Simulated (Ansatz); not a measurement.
# BH₄O₂Sb: up Jacob's ladder to CCSD(T)

An exercise on one series of results from a longer session: the logs are not shown, and one member is left open.

The runs use Ansatz 0.2.0, Gaussian basis; functionals in def2-TZVPP, the program's frozen cores in correlated methods.

Levels to be run: LDA (SPW92), PBE-D4, revPBE-D4, BLYP-D4, r2SCAN-D4, B97M-V, PBE0-D4, B3LYP-D4, r2SCANh-D4, r2SCAN0-D4, HSE06-D4, BHLYP-D4, CAM-B3LYP-D4, LC-ωPBE, ωB97X-V, ωB97M-V, B2PLYP, PBE-QIDH; CCSD(T)/def2-SVP; CCSD(T)/def2-TZVPP; MP2/def2-QZVPP; extrapolation to the limit; RPA on PBE.

## The relaxed structure

All runs share one geometry, relaxed beforehand with PBE0-D4 in a triple-zeta def2 set. Sb takes the def2 core potential; no spin-orbit term is included.

SMILES `O[B](O)[SbH2]`, 8 atoms, charge 0, spin multiplicity 1.

Atoms are counted from 1 here; the program's logs count them from 0.

Bond lengths: O1–B2 1.360 Å, O1–H5 0.963 Å, B2–O3 1.360 Å, B2–Sb4 2.260 Å, O3–H6 0.963 Å, Sb4–H7 1.705 Å, Sb4–H8 1.705 Å. Angles: B2–O1–H5 115.8°, O1–B2–O3 125.0°, O1–B2–Sb4 117.5°, O3–B2–Sb4 117.5°, B2–O3–H6 115.8°, B2–Sb4–H7 92.9°, B2–Sb4–H8 92.9°, H7–Sb4–H8 92.3°.

The first run:

in.yaml

```yaml
crystal:
  periodic: [false, false, false]
  atoms:
    - {symbol: O, position_ang: [-0.013021, 1.362709, -0.753353]}
    - {symbol: B, position_ang: [-0.018515, 0.362035, 0.167531]}
    - {symbol: O, position_ang: [0.611130, 0.408186, 1.372055]}
    - {symbol: Sb, position_ang: [-1.278854, -1.459976, -0.280691]}
    - {symbol: H, position_ang: [0.488476, 2.149752, -0.514862]}
    - {symbol: H, position_ang: [1.098459, 1.217430, 1.560279]}
    - {symbol: H, position_ang: [-0.716163, -1.562468, -1.887332]}
    - {symbol: H, position_ang: [-0.079510, -2.534668, 0.280575]}
basis:
  gaussian: {orbitals: def2-TZVPP}
hamiltonian: {xc: lda}
output: {orbitals: {seedname: orbitals}}
```

Launch:

```sh
ansatz run in.yaml --threads 2 --pin off --events-out ev --progress --plain --max-ram 4352MiB
```

Steps of the session up to this table: LDA; PBE-D4 (GGA); revPBE-D4 (GGA); BLYP-D4 (GGA); r2SCAN-D4 (meta-GGA); B97M-V (meta-GGA); B3LYP-D4 (hybrid); r2SCANh-D4 (hybrid); r2SCAN0-D4 (hybrid); HSE06-D4 (hybrid); BHLYP-D4 (hybrid); CAM-B3LYP-D4 (range-separated); LC-ωPBE (range-separated); ωB97X-V (range-separated); ωB97M-V (range-separated); B2PLYP (double hybrid); PBE-QIDH (double hybrid).

One of the session's tables, all rows but one given; the rest of the session is left out.

It belongs to the step «Frontier levels by functional». 

```
  functional  HOMO (eV)  gap (eV)
 LDA (SPW92)          ?         ?
      PBE-D4      -5.83      4.98
   revPBE-D4      -5.78      5.00
     BLYP-D4      -5.71      4.82
   r2SCAN-D4      -6.06      5.57
      B97M-V      -6.01      5.40
     PBE0-D4      -6.82      6.80
    B3LYP-D4      -6.65      6.28
  r2SCANh-D4      -6.43      6.24
  r2SCAN0-D4      -6.98      7.23
    HSE06-D4      -6.43      6.05
    BHLYP-D4      -7.71      8.31
CAM-B3LYP-D4      -8.04      8.77
     LC-ωPBE      -9.26     11.28
     ωB97X-V      -8.98     10.81
     ωB97M-V      -8.87     10.28
```

Estimate the missing values for LDA (SPW92).

The run gave: HOMO (eV): -5.97; gap (eV): 4.95. In the column «HOMO (eV)» it lies between B97M-V (-6.01) and PBE-D4 (-5.83).
